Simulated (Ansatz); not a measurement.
# AlClH₄N₂: a ladder of functionals and wavefunction methods

One table from this session's results is given with a row withheld; the runs are named, their logs left out.

Method: functionals in def2-TZVPP, the program's frozen cores in correlated methods; program: Ansatz 0.2.0, Gaussian basis.

The runs, in order: LDA (SPW92), PBE-D4, revPBE-D4, BLYP-D4, r2SCAN-D4, B97M-V, PBE0-D4, B3LYP-D4, r2SCANh-D4, r2SCAN0-D4, HSE06-D4, BHLYP-D4, CAM-B3LYP-D4, LC-ωPBE, ωB97X-V, ωB97M-V, B2PLYP, PBE-QIDH; CCSD(T)/def2-SVP; CCSD(T)/def2-TZVPP; MP2/def2-QZVPP; extrapolation to the limit; RPA on PBE.

## The relaxed structure

All runs share one geometry, relaxed beforehand with PBE0-D4 in a triple-zeta def2 set.

SMILES `[NH2][Al]([NH2])[Cl]`, 8 atoms, charge 0, spin multiplicity 1.

Atoms are counted from 1 here; the program's logs count them from 0.

Bond lengths: N1–Al2 1.758 Å, N1–H5 1.006 Å, N1–H6 1.006 Å, Al2–N3 1.758 Å, Al2–Cl4 2.099 Å, N3–H7 1.006 Å, N3–H8 1.006 Å. Angles: Al2–N1–H5 123.6°, Al2–N1–H6 125.8°, H5–N1–H6 110.6°, N1–Al2–N3 123.5°, N1–Al2–Cl4 118.2°, N3–Al2–Cl4 118.2°, Al2–N3–H7 125.8°, Al2–N3–H8 123.6°, H7–N3–H8 110.6°.

The first run:

The input, in.yaml:

```yaml
crystal:
  periodic: [false, false, false]
  atoms:
    - {symbol: N, position_ang: [-0.490331, 1.487443, -0.172881]}
    - {symbol: Al, position_ang: [-0.217329, -0.236934, -0.376950]}
    - {symbol: N, position_ang: [0.829588, -1.184299, 0.670004]}
    - {symbol: Cl, position_ang: [-1.193692, -1.217166, -1.955114]}
    - {symbol: H, position_ang: [-1.089700, 2.030537, -0.771435]}
    - {symbol: H, position_ang: [-0.082640, 2.067595, 0.540633]}
    - {symbol: H, position_ang: [1.349833, -0.832960, 1.456005]}
    - {symbol: H, position_ang: [0.986471, -2.171416, 0.554037]}
basis:
  gaussian: {orbitals: def2-TZVPP}
hamiltonian: {xc: lda}
output: {orbitals: {seedname: orbitals}}
```

Started as:

```
> ansatz run in.yaml --threads 4 --pin off --events-out ev --progress --plain --max-ram 10444MiB
```

Among the steps run: LDA; PBE-D4 (GGA); revPBE-D4 (GGA); BLYP-D4 (GGA); r2SCAN-D4 (meta-GGA); B97M-V (meta-GGA); PBE0-D4 (hybrid); B3LYP-D4 (hybrid); r2SCANh-D4 (hybrid); r2SCAN0-D4 (hybrid); HSE06-D4 (hybrid); BHLYP-D4 (hybrid); CAM-B3LYP-D4 (range-separated); LC-ωPBE (range-separated); ωB97X-V (range-separated); ωB97M-V (range-separated); B2PLYP (double hybrid); PBE-QIDH (double hybrid).

One of the session's tables, all rows but one given; the rest of the session is left out.

It belongs to the step «Frontier levels by functional». 

```
  functional  HOMO (eV)  gap (eV)
 LDA (SPW92)      -6.01      4.92
      PBE-D4      -5.83      4.93
   revPBE-D4      -5.76      4.97
     BLYP-D4      -5.69      4.82
   r2SCAN-D4      -6.14      5.77
      B97M-V      -6.17      5.46
     PBE0-D4      -7.26      7.18
    B3LYP-D4      -7.01      6.62
  r2SCANh-D4      -6.67      6.56
  r2SCAN0-D4      -7.48      7.72
    HSE06-D4      -6.85      6.40
    BHLYP-D4          ?         ?
CAM-B3LYP-D4      -8.72      9.46
     LC-ωPBE     -10.18     12.21
     ωB97X-V      -9.76     11.56
     ωB97M-V      -9.65     11.07
```

Q: Estimate the row for BHLYP-D4 from the others.

Worked estimate for «HOMO (eV)». Against the share of exact exchange, BLYP-D4 (0, -5.69), B3LYP-D4 (0.2, -7.01) give a slope of -6.60 per unit share; at 0.5 the line stands at -8.99.

As computed: HOMO (eV): -8.60; gap (eV): 9.19. In «HOMO (eV)» the line misses by -0.39.
